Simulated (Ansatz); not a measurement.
# C2H5ClSi: the cost of one run

Method: RKS B3LYP-D4/cc-pVDZ, in Ansatz 0.2.0.

**1. Starting point**

Bond lengths: Si1–C2 1.886 Å, C2–C3 1.321 Å, C3–Cl4 1.720 Å, Si1–H5 1.463 Å, Si1–H6 1.464 Å, Si1–H7 1.463 Å, C2–H8 1.081 Å, C3–H9 1.081 Å. Angles: Si1–C2–C3 123.2°, Si1–C2–H8 120.0°, C3–C2–H8 116.8°, C2–Si1–H5 109.2°, C2–Si1–H6 107.0°, C2–Si1–H7 109.1°, H5–Si1–H6 110.5°, H5–Si1–H7 110.6°, H6–Si1–H7 110.4°, C2–C3–Cl4 121.5°, C2–C3–H9 125.7°, Cl4–C3–H9 112.9°.

Coordinates:

```xyz
9

Si   -0.9375    0.3444    0.8453
C     0.2250   -0.7331   -0.1776
C     1.1188   -0.2385   -1.0159
Cl    1.2937    1.4574   -1.2442
H    -1.7715    1.1414   -0.0548
H    -1.7665   -0.5592    1.6456
H    -0.1441    1.2135    1.7148
H     0.1789   -1.8093   -0.0926
H     1.8032   -0.8165   -1.6205
```

**2. Relaxing end A**

Contents of input.yaml:

```yaml
crystal:
  periodic: [false, false, false]
  atoms:
    - { symbol: Si, position_ang: [-0.93751, 0.34439, 0.84529] }
    - { symbol: C, position_ang: [0.22502, -0.73309, -0.17756] }
    - { symbol: C, position_ang: [1.11876, -0.23854, -1.01593] }
    - { symbol: Cl, position_ang: [1.29368, 1.4574, -1.24423] }
    - { symbol: H, position_ang: [-1.77149, 1.14135, -0.05476] }
    - { symbol: H, position_ang: [-1.76654, -0.55919, 1.64561] }
    - { symbol: H, position_ang: [-0.14406, 1.21351, 1.71476] }
    - { symbol: H, position_ang: [0.17894, -1.80929, -0.09265] }
    - { symbol: H, position_ang: [1.8032, -0.81654, -1.62054] }
basis:
  gaussian: { orbitals: cc-pVDZ }
hamiltonian:
  xc: b3lyp
  dispersion: d4
relax:
  f_tol: 0.015
  max_steps: 40
output:
  orbitals: {}
```

The run is started by

```sh
> ansatz run input.yaml --threads 1 --pin off --max-ram 2048MiB --backend cpu --events-out ev --progress --plain --runs-dir out
```

**Question.** How long does this run take on 1 thread of Arm Neoverse V1, shared host, and how much memory does it need?

About 36 s, with a peak of 0.18 GiB.
